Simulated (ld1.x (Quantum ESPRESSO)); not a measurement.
# Changing the settings of an RRKJ potential for Ru, part 2 of 2

Aim: generate and test one potential in full, then change one design choice at a time and see what happens to hardness, ghosts and transferability.

ld1.x (Quantum ESPRESSO) 7.5; first potential PBE, scalar-relativistic. The steps go on from the part before.

**6. Now with all radii scaled by 0.80 (s 1.32, p 1.40, d 1.08 bohr)**

The input, Ru.in:

```
 &input
   title='Ru', zed=44., rel=1, dft='PBE', iswitch=3,
   config='[Kr] 4d7 5s1 5p0',
   nld=3, rlderiv=1.55, eminld=-8.0, emaxld=5.0, deld=0.04
 /
 &inputp
   pseudotype=2, tm=.false., rho0=0.001, lloc=2,
   nlcc=.false.,
   file_pseudopw='Ru.UPF', file_wfcaegen='ae.wfc', file_wfcncgen='nc.wfc', file_beta='beta', file_chi='chi'
 /
3
4S  1  0   2.00   0.00  1.32  1.32  0.0
4P  2  1   6.00   0.00  1.40  1.40  0.0
4D  3  2   7.00   0.00  1.08  1.08  0.0
 &test
   configts(1)='4s2 4p6 4d7 5s1 5p0'
 /
```

The run is started by

```bash
$ ld1.x < Ru.in > Ru.out
```

Output in Ru.out (without the banner and most projector matrices):

```text
     Program LD1 v.7.5
     [... all-electron run as in step 2 ...]


     --------------------- Generating NC pseudopotential ---------------------

      Generating local pot.: lloc=2, matching radius rcloc =   1.0800

      Wfc   4S  rcut= 1.304  Estimated cut-off energy=       30.21 Ry
      Using 4 Bessel functions for this wfc, rho(0) = 0.001
      This function has    0 nodes for 0 < r <    1.304

      Wfc   4P  rcut= 1.406  Estimated cut-off energy=       91.14 Ry
      This function has    0 nodes for 0 < r <    1.406

     ------------------- End of pseudopotential generation -------------------

     [... all-electron run as in step 2 ...]


     Computing logarithmic derivative in   1.54431
     Computing logarithmic derivative in   1.54431
     Computing the partial wave expansion
     R is outside the sphere for l=    0 j= 0.00
     R is outside the sphere for l=    1 j= 0.00
       no projector for channel:   2

     ---------------------- Testing the pseudopotential ----------------------

     Ru
     scalar relativistic calculation

     atomic number is 44.00   valence charge is 16.00
     dft =PBE   lsd =0 sic =0 latt =0  beta=0.20 tr2=1.0E-14
     mesh =1233 r(mesh) = 101.06970 xmin = -7.00 dx = 0.01250

     n l     nl             e AE (Ry)        e PS (Ry)    De AE-PS (Ry)
     1 0     4S   1( 2.00)       -5.61314       -5.61314        0.00000
     2 1     4P   1( 6.00)       -3.41149       -3.41150        0.00001
     3 2     4D   1( 7.00)       -0.38235       -0.38227       -0.00008
     2 0     5S   1( 1.00)       -0.31159       -0.31118       -0.00040
     3 1     5P   1( 0.00)       -0.06706       -0.06735        0.00030

     eps = 2.2E-15  iter =188

     Etot =   -9061.510603 Ry,   -4530.755302 Ha, -123288.132501 eV
     Etotps =  -189.000712 Ry,     -94.500356 Ha,   -2571.485690 eV

     Ekin =      66.673383 Ry,      33.336692 Ha,     907.137592 eV
     Encl =    -405.334204 Ry,    -202.667102 Ha,   -5514.852791 eV
     Ehrt =     160.284228 Ry,      80.142114 Ha,    2180.778019 eV
     Ecxc =     -19.858295 Ry,      -9.929147 Ha,    -270.185865 eV
     Epseu=       9.234175 Ry,       4.617088 Ha,     125.637355 eV

     ---------------------- End of pseudopotential test ----------------------
```

It took 3.3 s on 1 thread, shared host. This counts the later configuration tests of the new file too.

The new file went through the configuration test as well (its log is not shown).

Energies count from the reference configuration 4s2 4p6 4d7 5s1 5p0; the error is all-electron less pseudo. A star marks tests that logged a warning.

```csv
valence configuration,charge,ΔE all-electron (eV),error AE − PS (meV)
4s2 4p6 4d7 5s0 5p0 *,+1,7.292,+5.7
4s2 4p6 4d6 5s0 5p0 *,+2,25.479,+12
4s2 4p6 4d5 5s0 5p0 *,+3,56.101,+23
4s1 4p6 4d7 5s1 5p0 *,+1,82.690,-14
4s2 4p6 4d7 5s0 5p1 *,0,3.461,+10
4s2 4p6 4d4 5s0 5p0 *,+4,100.614,+42
4s2 4p6 4d6 5s1 5p1 *,0,5.653,+11
```

Against the first potential, the loose cutoff goes from 60 Ry to 120 Ry, the largest test error goes from +182 to +42 meV and there is no bound ghost.

**7. Changed: functional PBEsol**

The input, Ru.in:

```
 &input
   title='Ru', zed=44., rel=1, dft='PBESOL', iswitch=3,
   config='[Kr] 4d7 5s1 5p0',
   nld=3, rlderiv=1.90, eminld=-8.0, emaxld=5.0, deld=0.04
 /
 &inputp
   pseudotype=2, tm=.false., rho0=0.001, lloc=2,
   nlcc=.false.,
   file_pseudopw='Ru.UPF', file_wfcaegen='ae.wfc', file_wfcncgen='nc.wfc', file_beta='beta', file_chi='chi'
 /
3
4S  1  0   2.00   0.00  1.65  1.65  0.0
4P  2  1   6.00   0.00  1.75  1.75  0.0
4D  3  2   7.00   0.00  1.35  1.35  0.0
 &test
   configts(1)='4s2 4p6 4d7 5s1 5p0'
 /
```

The run is started by

```bash
$ ld1.x < Ru.in > Ru.out
```

Output in Ru.out (without the banner and most projector matrices):

```text
     Program LD1 v.7.5
     --------------------------- All-electron run ----------------------------

     Ru
     scalar relativistic calculation

     atomic number is 44.00
     dft =PBESOL   lsd =0 sic =0 latt =0  beta=0.20 tr2=1.0E-14
     Exchange-correlation= PBESOL
                           (   1   4  10   8   0   0   0)
     mesh =1233 r(mesh) = 101.06970 a.u. xmin = -7.00 dx = 0.01250
     1 Ry =  13.60569312 eV, c = 137.03599908

     n l     nl                  e(Ry)          e(Ha)          e(eV)
     1 0     1S 1( 2.00)     -1611.4219      -805.7110    -21924.5120
     2 0     2S 1( 2.00)      -231.7044      -115.8522     -3152.4986
     2 1     2P 1( 6.00)      -207.5575      -103.7788     -2823.9643
     3 0     3S 1( 2.00)       -40.7836       -20.3918      -554.8887
     3 1     3P 1( 6.00)       -32.8500       -16.4250      -446.9467
     4 0     4S 1( 2.00)        -5.6090        -2.8045       -76.3146
     4 1     4P 1( 6.00)        -3.4088        -1.7044       -46.3795
     3 2     3D 1(10.00)       -20.0745       -10.0373      -273.1280
     4 2     4D 1( 7.00)        -0.3834        -0.1917        -5.2165
     5 0     5S 1( 1.00)        -0.3137        -0.1569        -4.2681
     5 1     5P 1( 0.00)        -0.0636        -0.0318        -0.8649

     final scf error:  8.6E-15 reached in  31 iterations

     Etot =   -9056.870064 Ry,   -4528.435032 Ha, -123224.994752 eV

     Ekin =    9364.981604 Ry,    4682.490802 Ha,  127417.065804 eV
     Encl =  -21853.245723 Ry,  -10926.622861 Ha, -297328.555044 eV
     Eh   =    3693.446866 Ry,    1846.723433 Ha,   50251.904628 eV
     Exc  =    -262.052812 Ry,    -131.026406 Ha,   -3565.410140 eV

     normalization and overlap integrals

     s(1S/1S) =  1.000000  <r> =   0.0334  <r2> =    0.0015  r(max) =   0.0216
     s(2S/2S) =  1.000000  <r> =   0.1457  <r2> =    0.0250  r(max) =   0.1229
     s(2P/2P) =  1.000000  <r> =   0.1270  <r2> =    0.0197  r(max) =   0.0981
     s(3S/3S) =  1.000000  <r> =   0.4030  <r2> =    0.1859  r(max) =   0.3600
     s(3P/3P) =  1.000000  <r> =   0.4032  <r2> =    0.1891  r(max) =   0.3555
     s(4S/4S) =  1.000000  <r> =   1.0186  <r2> =    1.1768  r(max) =   0.9193
     s(4P/4P) =  1.000000  <r> =   1.1284  <r2> =    1.4621  r(max) =   0.9785
     s(3D/3D) =  1.000000  <r> =   0.3843  <r2> =    0.1768  r(max) =   0.3022
     s(4D/4D) =  1.000000  <r> =   1.7030  <r2> =    3.6423  r(max) =   1.2102
     s(5S/5S) =  1.000000  <r> =   3.3581  <r2> =   13.0619  r(max) =   2.7273
     s(5P/5P) =  1.000000  <r> =   5.2664  <r2> =   33.5220  r(max) =   3.8702

     ------------------------ End of All-electron run ------------------------

     --------------------- Generating NC pseudopotential ---------------------

      Generating local pot.: lloc=2, matching radius rcloc =   1.3500

      Wfc   4S  rcut= 1.634  Estimated cut-off energy=       20.55 Ry
      Using 4 Bessel functions for this wfc, rho(0) = 0.001
      This function has    0 nodes for 0 < r <    1.634

      Wfc   4P  rcut= 1.761  Estimated cut-off energy=       59.29 Ry
      This function has    0 nodes for 0 < r <    1.761

     ------------------- End of pseudopotential generation -------------------

     [... the all-electron block is printed once more ...]


     Computing logarithmic derivative in   1.90996
     Message from routine run_pseudo:
     Warning: convergence not achieved
     Computing logarithmic derivative in   1.90996
     Computing the partial wave expansion
     R is outside the sphere for l=    0 j= 0.00
     R is outside the sphere for l=    1 j= 0.00
       no projector for channel:   2

     ---------------------- Testing the pseudopotential ----------------------

     Ru
     scalar relativistic calculation

     atomic number is 44.00   valence charge is 16.00
     dft =PBESOL   lsd =0 sic =0 latt =0  beta=0.20 tr2=1.0E-14
     mesh =1233 r(mesh) = 101.06970 xmin = -7.00 dx = 0.01250

     n l     nl             e AE (Ry)        e PS (Ry)    De AE-PS (Ry)
     1 0     4S   1( 2.00)       -5.60902       -5.60901       -0.00000
     2 1     4P   1( 6.00)       -3.40883       -3.40883       -0.00000
     3 2     4D   1( 7.00)       -0.38341       -0.38339       -0.00001
     2 0     5S   1( 1.00)       -0.31370       -0.31042       -0.00328
     3 1     5P   1( 0.00)       -0.06357       -0.06496        0.00139

     eps = 2.4E-11  iter =201

     Etot =   -9056.870064 Ry,   -4528.435032 Ha, -123224.994752 eV
     Etotps =  -189.326729 Ry,     -94.663365 Ha,   -2575.921375 eV

     Ekin =      66.416080 Ry,      33.208040 Ha,     903.636802 eV
     Encl =    -407.527317 Ry,    -203.763659 Ha,   -5544.691615 eV
     Ehrt =     160.686333 Ry,      80.343166 Ha,    2186.248934 eV
     Ecxc =     -19.551289 Ry,      -9.775645 Ha,    -266.008845 eV
     Epseu=      10.649465 Ry,       5.324732 Ha,     144.893350 eV

     ---------------------- End of pseudopotential test ----------------------
```

Wall time 3.3 s (1 thread, shared host). (Generation and the later configuration tests together.)

The new file went through the configuration test as well (its log is not shown).

The input, Ru.test.in:

```
 &input
   title='Ru', zed=44., rel=1, dft='PBESOL', iswitch=2,
   config='[Kr] 4d7 5s1 5p0'
 /
 &test
   file_pseudo='Ru.UPF', nconf=8,
   configts(1)='4s2 4p6 4d7 5s1 5p0',
   configts(2)='4s2 4p6 4d7 5s0 5p0',
   configts(3)='4s2 4p6 4d6 5s0 5p0',
   configts(4)='4s2 4p6 4d5 5s0 5p0',
   configts(5)='4s1 4p6 4d7 5s1 5p0',
   configts(6)='4s2 4p6 4d7 5s0 5p1',
   configts(7)='4s2 4p6 4d4 5s0 5p0',
   configts(8)='4s2 4p6 4d6 5s1 5p1'
 /
```

The tests as a table, with energies relative to 4s2 4p6 4d7 5s1 5p0. A star marks tests that logged a warning.

```tsv
valence configuration	charge	ΔE all-electron (eV)	error AE − PS (meV)
4s2 4p6 4d7 5s0 5p0 *	+1	7.299	+58
4s2 4p6 4d6 5s0 5p0 *	+2	25.483	+88
4s2 4p6 4d5 5s0 5p0 *	+3	56.092	+127
4s1 4p6 4d7 5s1 5p0 *	+1	82.638	-2.8
4s2 4p6 4d7 5s0 5p1 *	0	3.519	+71
4s2 4p6 4d4 5s0 5p0 *	+4	100.582	+185
4s2 4p6 4d6 5s1 5p1 *	0	5.680	+37
```

Against the first potential, the loose cutoff stays at 60 Ry, the largest error in the tests that it solved is +185 meV (4s2 4p6 4d4 5s0 5p0) and there is no bound ghost.

**8. Comparison**

This closing draws on all 2 parts.

Cutoffs, loose and tight: the cutoffs (Ry, on a coarse ladder) from which the occupation-weighted sum of valence levels, in a spherical-Bessel basis at the reference potential, stays within 10 and 1 mRy of its value at 400 Ry; empty and scattering waves don't count. The number of plane waves in a given cell goes as the cutoff to the power 3/2; it is given for the loose cutoff, relative to the first potential. Test errors are all-electron less pseudo; runs with another core, reference, functional or relativity have tests of their own. The phase difference is the largest within 1 Ry of zero, over the channels with partial waves. 5 further runs were made in the same way; their inputs and logs are not shown.

```tsv
change	outcome	cutoff, loose	cutoff, tight	plane waves, relative	bound ghosts	largest test error (meV)	phase difference near zero (rad)
first potential	generated	60 Ry	70 Ry	1.00	none	+182	0.028
all radii scaled by 0.80 (s 1.32, p 1.40, d 1.08 bohr)	generated	120 Ry	200 Ry	2.83	none	+42	0.002
functional PBEsol	generated	60 Ry	70 Ry	1.00	none	+185	0.028
local potential all-electron potential smoothed inside 1.75 bohr (lloc = -2)	generated	70 Ry	100 Ry	1.26	none	-1198	0.332
waves 4d (bound): rc 0.86 bohr	generated	300 Ry	over 300 Ry	11.18	s	+72	0.028
reference 4s2 4p6 4d6 5s2 5p0	generated	60 Ry	70 Ry	1.00	none	+335	0.036
type TM; rho0 0	generated	60 Ry	80 Ry	1.00	none	-1692	0.443
core correction a·sin(br)/r model core inside 0.66 bohr (was none)	generated	60 Ry	70 Ry	1.00	none	-274	0.028
```

What this shows: 5 of the potentials share the lowest cutoff, 60 Ry; the highest cutoff read, 300 Ry, costs 11.2 times the plane waves. Among those with the same tests and no ghost or faulty overlap, the variant "all radii scaled by 0.80 (s 1.32, p 1.40, d 1.08 bohr)" has the smallest worst error, +42 meV. 1 of the 8 potentials written has a bound ghost.

The first potential by itself. Already in the reference configuration the 5s level is off by 43 meV; it has no partial wave or projector of its own. The worst unpolarised test, 4s2 4p6 4d4 5s0 5p0, is off by 182 meV on 100.6 eV; by total energies transferability rates as fair for so large an energy. That test lies far up in energy; among those under 40 eV, nearer to bonding, the largest error is 86 meV. Freezing the core alone would shift it much less, so the error comes from the pseudisation. It counts as of middling hardness, with 60 Ry needed at the looser tolerance.
